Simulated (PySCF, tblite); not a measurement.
# C₂H₅F₃GeOSi: dynamics, then NMR shifts on frames

How do NMR shifts of C₂H₅F₃GeOSi (`O=C([SiH2][GeH3])C(F)(F)F`) change as the atoms move?

Computed with tblite 0.8.0 and PySCF 2.14.0, with density-fitted response routines of our own, on a single molecule in the gas phase. Atoms are numbered from 0 throughout.

**1. The starting structure**

13 atoms, charge 0, multiplicity 1; geometry from: GFN2-xTB.

Bonds of the start (Å): O0–C1 1.20, C1–Si2 1.92, Si2–Ge3 2.34, C1–C4 1.54, C4–F5 1.35, C4–F6 1.33, C4–F7 1.35, Si2–H8 1.46, Si2–H9 1.46, Ge3–H10 1.49, Ge3–H11 1.49, Ge3–H12 1.50.

**2. Dynamics with GFN2-xTB**

What the job is given:

```
{"job": {"kind": "md", "xc": "GFN2-xTB", "basis": "xTB", "temperature": 300, "steps": 2000, "every": 50, "frames": 5}, "charge": 0, "multiplicity": 1}
O      1.717613     0.556783    -1.981677
C      1.158995     0.384859    -0.935575
Si    -0.324831     1.359718    -0.214169
Ge    -1.808559    -0.286328     0.533217
C      1.542690    -0.802507    -0.026914
F      0.633562    -1.790076    -0.186527
F      2.745882    -1.328162    -0.222533
F      1.461959    -0.437848     1.267036
H      0.267823     2.149174     0.866367
H     -0.762624     2.221168    -1.308817
H     -2.168093    -1.317478    -0.485943
H     -1.351344    -1.034226     1.740048
H     -3.117462     0.325410     0.937760
```

With the program's defaults for keys left out, this is: GFN2-xTB Langevin dynamics, gas phase.

The run is started by

```console
$ OMP_NUM_THREADS=1 python probes_run.py task.json out
```

This one command runs all jobs of the session in turn.

The program printed:

```text
t/fs     T/K      E/eV
    0.0   250.0   -781.65296
   25.0   140.8   -781.33907
   50.0   183.5   -781.22953
   75.0   248.7   -781.32611
  100.0   207.3   -781.27841
  125.0   237.4   -781.14221
  150.0   210.9   -781.10511
  175.0   224.5   -781.11320
  200.0   233.4   -781.01386
  225.0   342.3   -781.26261
  250.0   271.9   -781.07983
  275.0   347.4   -781.21089
  300.0   303.0   -781.20744
  325.0   310.9   -781.24414
  350.0   224.4   -781.28213
  375.0   259.5   -781.30994
  400.0   318.5   -781.24636
  425.0   225.9   -781.01320
  450.0   353.8   -781.28065
  475.0   288.7   -781.27729
  500.0   257.0   -781.13788
  525.0   327.1   -781.19242
  550.0   474.7   -781.36003
  575.0   443.7   -781.31612
  600.0   274.3   -781.14525
  625.0   306.5   -781.20048
  650.0   316.0   -781.04079
  675.0   329.6   -781.15695
  700.0   365.2   -781.10494
  725.0   273.1   -781.05569
  750.0   297.1   -781.18297
  775.0   468.4   -781.19633
  800.0   400.8   -781.04644
  825.0   297.3   -780.79808
  850.0   315.3   -781.14646
  875.0   281.9   -781.18679
  900.0   306.6   -781.28512
  925.0   268.9   -781.29148
  950.0   285.2   -781.40214
  975.0   260.8   -781.23595
 1000.0   455.6   -781.31443
```

Wall time 11 s (1 thread of Intel Xeon 6975P-C, shared host); peak memory 0.18 GiB.

Distance from the start (root mean square after alignment): 0 fs 0.00 Å, 200 fs 0.31 Å, 400 fs 0.37 Å, 600 fs 0.25 Å, 800 fs 0.40 Å, 1000 fs 0.15 Å.

Positions (Å) and forces (eV/Å) at 1000 fs:

```xyz
13

O     1.105   -0.070   -1.122   -0.462   -0.220    0.207
C     0.433   -0.400   -0.181    1.031   -0.648    0.120
Si   -0.215    0.731    1.179   -0.564    0.561    0.053
Ge   -2.458   -0.003    1.397    0.606    0.619   -1.325
C     0.147   -1.929    0.066    0.877    0.433   -1.136
F    -1.084   -2.112   -0.489    0.452   -0.581    0.665
F     1.065   -2.726   -0.530   -0.699    0.245   -0.296
F     0.197   -2.334    1.334   -0.830    0.433    0.187
H     0.493    0.306    2.382    0.243    0.133    0.014
H     0.118    2.070    0.593   -0.171   -0.508    0.440
H    -2.983   -0.078   -0.029    0.002   -0.247    0.334
H    -2.660   -1.281    2.063   -0.178   -0.467    0.259
H    -3.358    1.024    1.929   -0.308    0.245    0.477
```

**3. Shielding tensors: 250 fs, PBE0/pcSseg-1**

What the job is given:

```
{"job": {"kind": "nmr", "xc": "PBE0", "basis": "pcSseg-1", "pop": false}, "charge": 0, "multiplicity": 1}
O      1.701000     0.650500    -1.658500
C      0.979500     0.227800    -0.783800
Si    -0.610400     1.271100    -0.137500
Ge    -2.130100    -0.345000     0.776000
C      1.285900    -1.131600    -0.144900
F      0.431900    -2.074400    -0.637800
F      2.667100    -1.394400    -0.177300
F      0.982000    -1.038000     1.165900
H     -0.129700     2.250400     0.907500
H     -1.248000     1.933000    -1.257800
H     -2.113300    -1.842800     0.289900
H     -2.121600    -0.492300     2.300800
H     -3.532800     0.109300     0.709100
```

Level: GIAO PBE0/pcSseg-1 NMR shielding, non-relativistic, gas phase.

The program printed:

```text
coarse grid: 57632 points
cycle   1  E = -2819.0338862935  dE =  2.987e-01  |g| = 1.428e+00  |ddm| = 3.382e+00
cycle   2  E = -2818.0881305918  dE =  9.458e-01  |g| = 2.672e+00  |ddm| = 2.683e+00
cycle   3  E = -2819.2899690969  dE = -1.202e+00  |g| = 4.581e-01  |ddm| = 2.249e+00
cycle   4  E = -2819.3203718243  dE = -3.040e-02  |g| = 1.641e-01  |ddm| = 3.703e-01
cycle   5  E = -2819.3243980096  dE = -4.026e-03  |g| = 4.312e-02  |ddm| = 1.123e-01
cycle   6  E = -2819.3246453435  dE = -2.473e-04  |g| = 1.066e-02  |ddm| = 2.552e-02
cycle   7  E = -2819.3246637671  dE = -1.842e-05  |g| = 2.459e-03  |ddm| = 1.054e-02
cycle   8  E = -2819.3246648632  dE = -1.096e-06  |g| = 8.588e-04  |ddm| = 2.551e-03
final grid: 120264 points
cycle   9  E = -2819.3246676001  dE =  2.191e-07  |g| = 1.481e-03  |ddm| = 1.824e-03
cycle  10  E = -2819.3246665287  dE =  1.071e-06  |g| = 2.880e-03  |ddm| = 2.514e-03
cycle  11  E = -2819.3246679542  dE = -1.425e-06  |g| = 3.078e-04  |ddm| = 1.798e-03
cycle  12  E = -2819.3246679699  dE = -1.569e-08  |g| = 1.682e-05  |ddm| = 1.873e-04
cycle  13  E = -2819.3246679699  dE = -5.184e-11  |g| = 5.386e-06  |ddm| = 2.136e-05
converged SCF energy = -2819.3246679699

GIAO shielding tensors (ppm)
atom      isotropic    diamagn.    paramagn.     s11        s22        s33       span
  0 O     -541.965     394.945    -936.910  -1439.884   -545.706    359.695   1799.579
  1 C      -42.583     253.427    -296.010   -149.914    -45.431     67.596    217.510
  2 Si     423.231     879.108    -455.876    393.265    426.424    450.006     56.742
  3 Ge    1704.253    2756.853   -1052.599   1644.822   1694.103   1773.835    129.013
  4 C       55.857     247.939    -192.082     33.518     48.338     85.714     52.196
  5 F      235.243     474.861    -239.618    144.249    245.482    315.999    171.750
  6 F      235.990     469.635    -233.645    128.268    214.076    365.625    237.358
  7 F      243.273     476.593    -233.320    154.679    252.540    322.599    167.920
  8 H       26.431      27.199      -0.768     23.708     24.030     31.554      7.846
  9 H       27.374      28.322      -0.948     23.306     25.445     33.370     10.064
 10 H       26.961      28.187      -1.226     20.202     23.646     37.036     16.835
 11 H       27.755      28.998      -1.242     21.605     22.531     39.129     17.524
 12 H       28.698      29.153      -0.455     21.774     22.454     41.865     20.090
```

Wall time 26 s (1 thread of Intel Xeon 6975P-C, shared host); peak memory 0.94 GiB.

Shifts follow as δ = σ(reference) − σ, with reference shieldings (ppm) from runs at the same level and on the same kind of geometry: 1H TMS 31.72, 13C TMS 186.9, 29Si TMS 349.2, 19F CFCl3 170.9, 17O H2O 336.1, 73Ge GeMe4 1331. The references are single molecules in the gas phase, so shifts against H2O, NH3, PH3, H3PO4 or CFCl3 are not on the usual liquid scales and can be off by tens of ppm. Each atom is listed at this fixed geometry, with no averaging over motion; a spectrum would average atoms that exchange fast.

| atoms | environment | σ (ppm) | δ (ppm) |
| --- | --- | --- | --- |
| C1 | carbonyl carbon | -42.6 | 229.5 |
| C4 | CF3 carbon | 55.9 | 131.1 |
| H8 | hydrogen on a silicon bonded to C, Ge | 26.43 | 5.29 |
| H10 | hydrogen on a germanium bonded to Si | 26.96 | 4.76 |
| H9 | hydrogen on a silicon bonded to C, Ge | 27.37 | 4.34 |
| H11 | hydrogen on a germanium bonded to Si | 27.76 | 3.96 |
| H12 | hydrogen on a germanium bonded to Si | 28.70 | 3.02 |
| O0 | carbonyl oxygen | -542.0 | 878.0 |
| Si2 | silicon bonded to C, Ge, 2 H | 423.2 | -74.1 |
| Ge3 | germanium bonded to Si, 3 H | 1704 | -373 |
| F5 | fluorine of a CF3 group | 235.2 | -64.3 |
| F6 | fluorine of a CF3 group | 236.0 | -65.0 |
| F7 | fluorine of a CF3 group | 243.3 | -72.3 |

Orbitals, density, ELF and potential are computed afterwards from the orbital file.

Frontier orbitals at PBE0/pcSseg-1, with the share of their density that lies nearest to each atom:

| orbital | energy (eV) | lies on |
| --- | --- | --- |
| HOMO | -7.98 | O0 47 %; Si2 13 %; C1 13 % |
| LUMO | -2.51 | C1 44 %; O0 32 % |

ELF in a plane through or near 4 of the atoms.

Values, 10 rows by 14 columns:
```
0.00 0.00 0.00 0.00 0.00 0.00 0.00 0.00 0.00 0.00 0.00 0.00 0.00 0.00
0.00 0.00 0.00 0.00 0.00 0.00 0.00 0.00 0.00 0.00 0.00 0.00 0.00 0.00
0.00 0.00 0.00 0.00 0.00 0.09 0.05 0.00 0.35 0.22 0.02 0.00 0.00 0.00
0.00 0.00 0.09 0.48 0.05 0.43 0.37 0.01 0.90 0.76 0.11 0.02 0.00 0.00
0.00 0.00 0.29 0.81 0.51 0.20 0.10 0.06 0.22 0.69 0.44 0.94 0.32 0.00
0.00 0.00 0.00 0.03 0.14 0.42 0.71 0.57 0.85 0.18 0.90 1.00 0.63 0.00
0.00 0.00 0.04 0.73 0.62 0.58 0.91 0.65 0.14 0.36 0.13 0.29 0.01 0.00
0.00 0.00 0.00 0.24 0.74 0.24 0.14 0.77 0.93 0.18 0.00 0.00 0.00 0.00
0.00 0.00 0.00 0.00 0.01 0.00 0.03 0.38 0.52 0.06 0.00 0.00 0.00 0.00
0.00 0.00 0.00 0.00 0.00 0.00 0.00 0.00 0.00 0.00 0.00 0.00 0.00 0.00
```
The map spans 11.7 Å across and 9.9 Å up, centred on the molecule. Atoms in the plane (x, y in Å): C1 (-1.4, -0.7), Ge3 (1.9, 0.5), C4 (-1.7, 0.8), H12 (3.3, 0.1).

On the surface of density 0.002 e/bohr³ the electrostatic potential runs, from the 1st to the 99th percentile, from -1.00 V near O0 to 1.59 V near C1.

**4. Nuclear shieldings: 425 fs, PBE0/pcSseg-1**

What the job is given:

```
{"job": {"kind": "nmr", "xc": "PBE0", "basis": "pcSseg-1", "pop": false}, "charge": 0, "multiplicity": 1}
O      1.578900     0.382000    -1.472000
C      0.942100     0.170900    -0.512000
Si    -0.493900     1.037300     0.380500
Ge    -2.241600    -0.491900     1.049600
C      0.843800    -1.289000     0.042100
F     -0.010400    -2.053700    -0.631300
F      2.038600    -1.802100    -0.055700
F      0.439100    -1.436400     1.301700
H      0.181200     1.269500     1.682600
H     -0.804000     2.362700    -0.042800
H     -2.838200    -1.538700     0.219000
H     -1.766900    -1.225400     2.288600
H     -3.306000     0.541300     1.376500
```

Method: GIAO PBE0/pcSseg-1 NMR shielding, non-relativistic, gas phase.

The program printed:

```text
coarse grid: 57632 points
cycle   1  E = -2819.0568243741  dE =  6.987e-01  |g| = 1.385e+00  |ddm| = 3.443e+00
cycle   2  E = -2818.3403064605  dE =  7.165e-01  |g| = 2.406e+00  |ddm| = 2.389e+00
cycle   3  E = -2819.2786447957  dE = -9.383e-01  |g| = 4.469e-01  |ddm| = 1.950e+00
cycle   4  E = -2819.3098266132  dE = -3.118e-02  |g| = 1.277e-01  |ddm| = 3.471e-01
cycle   5  E = -2819.3121671974  dE = -2.341e-03  |g| = 2.857e-02  |ddm| = 8.660e-02
cycle   6  E = -2819.3122782351  dE = -1.110e-04  |g| = 8.711e-03  |ddm| = 1.868e-02
cycle   7  E = -2819.3122890218  dE = -1.079e-05  |g| = 1.601e-03  |ddm| = 8.084e-03
cycle   8  E = -2819.3122895645  dE = -5.427e-07  |g| = 4.499e-04  |ddm| = 2.074e-03
final grid: 120264 points
cycle   9  E = -2819.3123177556  dE =  5.505e-09  |g| = 7.349e-04  |ddm| = 1.753e-03
cycle  10  E = -2819.3123175089  dE =  2.467e-07  |g| = 1.397e-03  |ddm| = 1.697e-03
cycle  11  E = -2819.3123178556  dE = -3.467e-07  |g| = 1.420e-04  |ddm| = 1.043e-03
cycle  12  E = -2819.3123178596  dE = -4.070e-09  |g| = 1.975e-05  |ddm| = 1.155e-04
cycle  13  E = -2819.3123178597  dE = -8.049e-11  |g| = 4.678e-06  |ddm| = 2.551e-05
converged SCF energy = -2819.3123178597

GIAO shielding tensors (ppm)
atom      isotropic    diamagn.    paramagn.     s11        s22        s33       span
  0 O     -466.320     396.676    -862.997  -1339.463   -455.487    395.989   1735.452
  1 C      -34.452     253.578    -288.030   -155.413    -34.129     86.185    241.599
  2 Si     434.845     880.350    -445.505    369.133    463.249    472.154    103.020
  3 Ge    1640.802    2757.443   -1116.642   1537.516   1665.439   1719.450    181.935
  4 C       69.531     245.891    -176.360     49.996     63.359     95.239     45.244
  5 F      246.955     474.814    -227.859    166.621    247.677    326.566    159.945
  6 F      289.165     469.516    -180.351    223.348    303.807    340.339    116.991
  7 F      248.672     477.343    -228.672    164.647    258.647    322.721    158.074
  8 H       26.874      28.659      -1.786     23.777     25.682     31.162      7.384
  9 H       28.186      29.097      -0.910     23.759     25.734     35.066     11.307
 10 H       28.231      29.833      -1.602     21.326     23.296     40.072     18.747
 11 H       27.309      29.186      -1.878     20.482     23.712     37.733     17.251
 12 H       27.889      28.156      -0.268     21.131     22.592     39.943     18.812
```

It took 20 s on 1 thread of Intel Xeon 6975P-C, shared host; peak memory 0.95 GiB.

This run: δ C1 221.4, C4 117.4, O0 802.4, Si2 -85.7, H8 4.84, H11 4.41 ppm.

(Part 1 of 2 ends here.)
